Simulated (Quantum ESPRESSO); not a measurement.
BiTe in Quantum ESPRESSO: convergence with density cutoff

Input of the first run (density cutoff 180 Ry); the others differ in this setting and in those tied to it:

pw.in

```
&CONTROL
  calculation = 'scf'
  prefix = 'pwscf'
  outdir = './tmp'
  pseudo_dir = './pseudo'
  tprnfor = .true.
  tstress = .true.
  disk_io = 'nowf'
/
&SYSTEM
  ibrav = 0
  nat = 2
  ntyp = 2
  ecutwfc = 45
  ecutrho = 180
  nbnd = 17
  occupations = 'smearing'
  smearing = 'gaussian'
  degauss = 0.00734986
/
&ELECTRONS
  conv_thr = 4d-10
  electron_maxstep = 120
  mixing_beta = 0.5
/
ATOMIC_SPECIES
Bi   208.9804 bi_pbe_v1.uspp.F.UPF
Te   127.6000 te_pbe_v1.uspp.F.UPF
CELL_PARAMETERS angstrom
   0.0000000000    3.2350000000    3.2350000000
   3.2350000000    0.0000000000    3.2350000000
   3.2350000000    3.2350000000    0.0000000000
ATOMIC_POSITIONS crystal
Bi     0.0000000000    0.0000000000    0.0000000000
Te     0.5000000000    0.5000000000    0.5000000000
K_POINTS automatic
7 7 7 0 0 0
```

Potentials or basis: GBRV 1.5 PBE.

Launch:

```bash
$ OMP_NUM_THREADS=1 pw.x -in pw.in > pw.out
```

Hardware: 1 thread of Arm Neoverse V1, on a shared host.

| density cutoff | energy less the tightest run, at zero smearing (meV/atom) | SCF cycles | CPU time (s) | peak memory (GiB) |
| --- | --- | --- | --- | --- |
| 180 Ry | -0.29 | 9 | 17 | 0.13 |
| 225 Ry | -0.11 | 9 | 18 | 0.13 |
| 270 Ry | -0.05 | 9 | 19 | 0.16 |
| 315 Ry | -0.07 | 9 | 21 | 0.19 |
| 360 Ry | -0.03 | 9 | 22 | 0.22 |
| 450 Ry | 0.01 | 9 | 26 | 0.3 |
| 540 Ry | 0.00 | 9 | 29 | 0.38 |
| 720 Ry | 0.00 | 9 | 37 | 0.56 |

Against the tightest run, the energy stays within 1 meV/atom from 180 Ry on. The tightest run that finished is the yardstick and may itself not be fully converged.
